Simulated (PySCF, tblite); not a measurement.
# CH10OSSi3: geometry, infrared bands and NMR shifts

What infrared bands and NMR shifts should CH10OSSi3 (`C[Si@H]([SiH2]O)S[SiH3]`) show?

The runs use tblite 0.8.0 and PySCF 2.14.0, with density-fitted response routines of our own; the level of theory stands in each step. All values are computed, except where a source is named. Atoms count from 0, in the outputs and in this text.

### Step 1. The starting structure

16 atoms, charge 0, multiplicity 1; geometry from: force field or distance geometry start.

Bonds of the start (Å): C0–Si1 1.85, Si1–Si2 2.32, Si2–O3 1.66, Si1–S4 2.14, S4–Si5 2.14, C0–H6 1.10, C0–H7 1.10, C0–H8 1.09, Si1–H9 1.50, Si2–H10 1.49, Si2–H11 1.49, O3–H12 0.95, Si5–H13 1.48, Si5–H14 1.49, Si5–H15 1.48.

### Step 2. Optimising the geometry with GFN2-xTB

What the job is given:

```
{"job": {"kind": "relax", "xc": "GFN2-xTB", "basis": "xTB"}, "charge": 0, "multiplicity": 1}
C     -1.446500    -2.081300     0.594100
Si    -0.209200    -0.714900     0.444800
Si    -1.345700     1.289400     0.182400
O     -0.305400     2.580200     0.029200
S      1.086900    -1.184600    -1.195200
Si     2.570900     0.305300    -0.820500
H     -2.072900    -2.148600    -0.309000
H     -2.117200    -1.910300     1.450700
H     -0.962700    -3.050700     0.743600
H      0.614100    -0.690700     1.697200
H     -2.168400     1.248700    -1.063600
H     -2.250500     1.529600     1.341100
H     -0.150500     2.898800    -0.853800
H      2.968300     0.292100     0.610000
H      2.023300     1.633600    -1.216000
H      3.758100     0.012200    -1.646400
```

Started as:

```
$ OMP_NUM_THREADS=1 python probes_run.py task.json out
```

This one command runs all jobs of the session in turn.

**Question.** This job is followed by: GFN2-xTB harmonic vibrations, gas phase; GIAO PBE0/pcSseg-1 NMR shielding, non-relativistic, gas phase. Predict these results of the whole session: strongest single infrared mode (GFN2-xTB); zero-point energy (GFN2-xTB); ¹³C shifts against TMS (PBE0/pcSseg-1); ¹H shifts against TMS (PBE0/pcSseg-1, means over atoms taken as alike); ²⁹Si shifts against TMS (PBE0/pcSseg-1); ¹⁷O shifts against H2O (PBE0/pcSseg-1); ³³S shifts against CS2 (PBE0/pcSseg-1).

**Answer**, as computed:

```
                                                              quantity                                   value
                             strongest single infrared mode (GFN2-xTB)                    797 cm⁻¹, 552 km/mol
                                          zero-point energy (GFN2-xTB)                           63.6 kcal/mol
                                ¹³C shifts against TMS (PBE0/pcSseg-1)                                -3.5 ppm
¹H shifts against TMS (PBE0/pcSseg-1, means over atoms taken as alike)  5.54, 5.30, 5.19, 4.72, 0.38, 0.35 ppm
                               ²⁹Si shifts against TMS (PBE0/pcSseg-1)                 -19.9, -22.2, -56.5 ppm
                                ¹⁷O shifts against H2O (PBE0/pcSseg-1)                                 1.9 ppm
                                ³³S shifts against CS2 (PBE0/pcSseg-1)                                -318 ppm
```

**Reading.** The optimisation took 73 steps and gained 0.214 eV; among the close pairs (by a distance rule), Si1–S4 changed most, from 2.142 to 2.197 Å. The lowest mode is imaginary (25i cm⁻¹), so the xTB geometry is not a minimum. The strongest single mode, at 797 cm⁻¹, is carried by H13, H14, H12. Unscaled tight-binding wavenumbers are off by several per cent, some by more. Its intensities can rank the bands wrongly. At PBE0/pcSseg-1: Shielding is most anisotropic at Si2 (span 150 ppm, paramagnetic term -508 ppm).
